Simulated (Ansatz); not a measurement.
# Zinc, omega (AlB2-type) under BLYP: ground state and equation of state

Aim: take zinc in the omega (AlB2-type) structure, solve it on a dense k-mesh, then scale the cell to 7 volumes from 88 to 112 % of the relaxed one and try a fit of the equation of state. Spin polarisation is left out. The k-meshes are 10×10×15 for the dense run; 9×9×13 for the volumes.

Computed with Ansatz 0.2.0 (DFT BLYP, plane waves (420 eV) with PAW, scalar-relativistic; PBE-made PAW files, unless a step says otherwise).

## (1) The system as given

Symmetry: P6/mmm, No. 191, hexagonal system. The conventional cell has a = 4.775 Å, b = 4.775 Å, c = 2.685 Å, α = 90.00°, β = 90.00°, γ = 120.00°. Around Zn (site symmetry 6/mmm) lie 14 Zn at 2.69 to 3.07 Å. Zn (site symmetry -6m2) is surrounded by 11 Zn at 2.69 to 3.07 Å.

Coordinates:

```cif
data_structure
_symmetry_space_group_name_H-M 'P 1'
_symmetry_Int_Tables_number 1
_cell_length_a 4.7746
_cell_length_b 4.7746
_cell_length_c 2.6852
_cell_angle_alpha 90.000
_cell_angle_beta 90.000
_cell_angle_gamma 120.000
_cell_volume 53.01
loop_
_atom_site_label
_atom_site_type_symbol
_atom_site_fract_x
_atom_site_fract_y
_atom_site_fract_z
_atom_site_occupancy
Zn1 Zn 0.00000 0.00000 0.00000 1
Zn2 Zn 0.33333 0.66667 0.50000 1
Zn3 Zn 0.66667 0.33333 0.50000 1
```

## (2) Single point on a dense mesh

input.yaml reads:

```yaml
crystal:
  lattice:
    - [4.774611437, 0.0, 0.0]
    - [-2.3873057185, 4.1349347976, 0.0]
    - [0.0, 0.0, 2.6852429711]
  atoms:
    - { symbol: Zn, position: [0.0, 1.0, 1.0] }
    - { symbol: Zn, position: [0.3333333333, 0.6666666667, 0.5] }
    - { symbol: Zn, position: [0.6666666667, 0.3333333333, 0.5] }
hamiltonian:
  xc: blyp
  pseudopotentials:
    kind: paw
    azcp:
      Zn: "pseudopotentials/Zn.paw.azcp"
basis:
  ecutwfc: 420
  fft_grid_basis: typed
kpoints:
  mp_grid: { grid: [10, 10, 15], shift: [0, 0, 0] }
magnetization:
  spin_polarized: false
scf:
  occupations: { method: fermi_dirac, width: 0.1 }
```

## (3) At 88 % of the relaxed volume

input.yaml, as its differences from that of step 2:

```diff
@@ -2,5 +2,5 @@
   lattice:
-    - [4.774611437, 0.0, 0.0]
-    - [-2.3873057185, 4.1349347976, 0.0]
-    - [0.0, 0.0, 2.6852429711]
+    - [4.5754336098, 0.0, 0.0]
+    - [-2.2877168049, 3.9624417394, 0.0]
+    - [0.0, 0.0, 2.5732252985]
   atoms:
@@ -19,3 +19,3 @@
 kpoints:
-  mp_grid: { grid: [10, 10, 15], shift: [0, 0, 0] }
+  mp_grid: { grid: [9, 9, 13], shift: [0, 0, 0] }
 magnetization:
@@ -24 +24,4 @@
   occupations: { method: fermi_dirac, width: 0.1 }
+  lower_state_search: "off"
+output:
+  stress: true
```

## (4) At 92 % of the relaxed volume

input.yaml, as its differences from that of step 3:

```diff
@@ -2,5 +2,5 @@
   lattice:
-    - [4.5754336098, 0.0, 0.0]
-    - [-2.2877168049, 3.9624417394, 0.0]
-    - [0.0, 0.0, 2.5732252985]
+    - [4.6437337331, 0.0, 0.0]
+    - [-2.3218668666, 4.0215913813, 0.0]
+    - [0.0, 0.0, 2.6116373094]
   atoms:
```

## (5) At 96 % of the relaxed volume

input.yaml, as its differences from that of step 4:

```diff
@@ -2,5 +2,5 @@
   lattice:
-    - [4.6437337331, 0.0, 0.0]
-    - [-2.3218668666, 4.0215913813, 0.0]
-    - [0.0, 0.0, 2.6116373094]
+    - [4.7100817504, 0.0, 0.0]
+    - [-2.3550408752, 4.0790504498, 0.0]
+    - [0.0, 0.0, 2.6489514551]
   atoms:
@@ -27 +27,5 @@
   stress: true
+  write_density: true
+  write_potential: true
+  elf: true
+  volumetric_format: npy
```

## (6) At 100 % of the relaxed volume

input.yaml, as its differences from that of step 5:

```diff
@@ -2,5 +2,5 @@
   lattice:
-    - [4.7100817504, 0.0, 0.0]
-    - [-2.3550408752, 4.0790504498, 0.0]
-    - [0.0, 0.0, 2.6489514551]
+    - [4.774611437, 0.0, 0.0]
+    - [-2.3873057185, 4.1349347976, 0.0]
+    - [0.0, 0.0, 2.6852429711]
   atoms:
@@ -27,5 +27 @@
   stress: true
-  write_density: true
-  write_potential: true
-  elf: true
-  volumetric_format: npy
```

## (7) At 104 % of the relaxed volume

input.yaml, as its differences from that of step 6:

```diff
@@ -2,5 +2,5 @@
   lattice:
-    - [4.774611437, 0.0, 0.0]
-    - [-2.3873057185, 4.1349347976, 0.0]
-    - [0.0, 0.0, 2.6852429711]
+    - [4.837442477, 0.0, 0.0]
+    - [-2.4187212385, 4.1893480744, 0.0]
+    - [0.0, 0.0, 2.7205791677]
   atoms:
@@ -27 +27,5 @@
   stress: true
+  write_density: true
+  write_potential: true
+  elf: true
+  volumetric_format: npy
```

## (8) At 108 % of the relaxed volume

input.yaml, as its differences from that of step 7:

```diff
@@ -2,5 +2,5 @@
   lattice:
-    - [4.837442477, 0.0, 0.0]
-    - [-2.4187212385, 4.1893480744, 0.0]
-    - [0.0, 0.0, 2.7205791677]
+    - [4.8986824272, 0.0, 0.0]
+    - [-2.4493412136, 4.242383427, 0.0]
+    - [0.0, 0.0, 2.7550205349]
   atoms:
@@ -27,5 +27 @@
   stress: true
-  write_density: true
-  write_potential: true
-  elf: true
-  volumetric_format: npy
```

## (9) At 112 % of the relaxed volume

input.yaml, as its differences from that of step 8:

```diff
@@ -2,5 +2,5 @@
   lattice:
-    - [4.8986824272, 0.0, 0.0]
-    - [-2.4493412136, 4.242383427, 0.0]
-    - [0.0, 0.0, 2.7550205349]
+    - [4.958428345, 0.0, 0.0]
+    - [-2.4792141725, 4.2941249096, 0.0]
+    - [0.0, 0.0, 2.7886216579]
   atoms:
```

(Steps that only read results are left out.)

What does the calculation give? Wanted: space group; conventional cell; volume; shortest distance; gap on the mesh; relative to hcp; V₀, B₀, B₀′.

As calculated:

| quantity | value |
| --- | --- |
| space group (spins left aside) | P6/mmm (No. 191) |
| conventional cell | a = 4.775 Å, c = 2.685 Å (c/a = 0.562) |
| volume | 17.671 Å³/atom |
| shortest distance | 2.685 Å |
| gap on the mesh | none (levels filled in part) |
| relative to hcp | +99 meV/atom |
| V₀, B₀, B₀′ | 17.700 Å³/atom, 34 GPa, 6.6 |

It lies 99 meV/atom above the element's usual form at the same level (hcp, from a run of its own). Levels at the Fermi energy are filled in part, as in a metal. B₀ comes out at 34 GPa; letting shape and positions relax at each volume could only lower it.
